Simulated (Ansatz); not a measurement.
# GaSb3: elastic constants with PBEsol

GaSb3:

```
Sb Ga
1.0
     0.00000    3.73060    3.73060
     3.73060    0.00000    3.73060
     3.73060    3.73060    0.00000
Sb Ga
3 1
Direct
  0.50000 0.50000 0.50000
  0.75000 0.75000 0.75000
  0.25000 0.25000 0.25000
  0.00000 0.00000 0.00000
```

The cell comes from a database or a generator and needn't be the stable form of this composition.

```yaml
Program: Ansatz 0.2.0
Task: elastic constants
Functional: PBEsol
Potentials_or_basis: Ansatz PAW
Cutoff: "420 eV (not typed: the program's choice for these potentials)"
k_mesh: 6 × 6 × 6
Occupations: fermi-dirac, width 0.05 eV
Spin: no spin polarisation
Atoms_under_strain: relaxed
```

- Pressure: -3.4 GPa
- Band gap on the k mesh: none (metal or under the smearing width)
- Elastic constants C11, C12, C44: 46, 40, -90 GPa
- Voigt bulk modulus: 42 GPa

Levels at points of the mesh, in eV from the Fermi level:
| k point | band 25 | band 26 | band 27 | band 28 | band 29 | band 30 | band 31 | band 32 | band 33 | band 34 |
| --- | --- | --- | --- | --- | --- | --- | --- | --- | --- | --- |
| (0.00, 0.00, 0.00) | -2.67 | -2.67 | -2.67 | -2.51 | -2.51 | -2.51 | -0.82 | -0.82 | -0.82 | 3.35 |
| (0.00, 0.00, -0.50) | -3.65 | -3.65 | -2.72 | -2.72 | -0.51 | -0.17 | 1.94 | 1.94 | 2.85 | 2.85 |
| (0.00, -0.50, -0.50) | -5.28 | -5.28 | 0.47 | 0.81 | 0.94 | 0.94 | 1.76 | 1.76 | 1.93 | 3.59 |

Elastic tensor in Voigt notation (GPa, in the Cartesian axes of the cell as first typed):
```
 46  40  40   0   0   0
 40  46  40   0   0   0
 40  40  46   0   0   0
  0   0   0 -90   0   0
  0   0   0   0 -90   0
  0   0   0   0   0 -90
```

Wall time 26 s on 2 threads of Intel(R) Xeon(R) 6975P-C (Granite Rapids) (shared host), peak memory 0.53 GiB.

Caveat: the cell is more than 3 GPa from zero pressure, which shifts response properties; the elastic tensor has a negative eigenvalue, so either the cell is unstable as it stands or the mesh is too thin; the PAW data sets come from PBE, with cores solved anew for the run's functional, which leaves a small shift of forces and pressure. The run has no spin-orbit coupling, so splittings on Sb are missing.
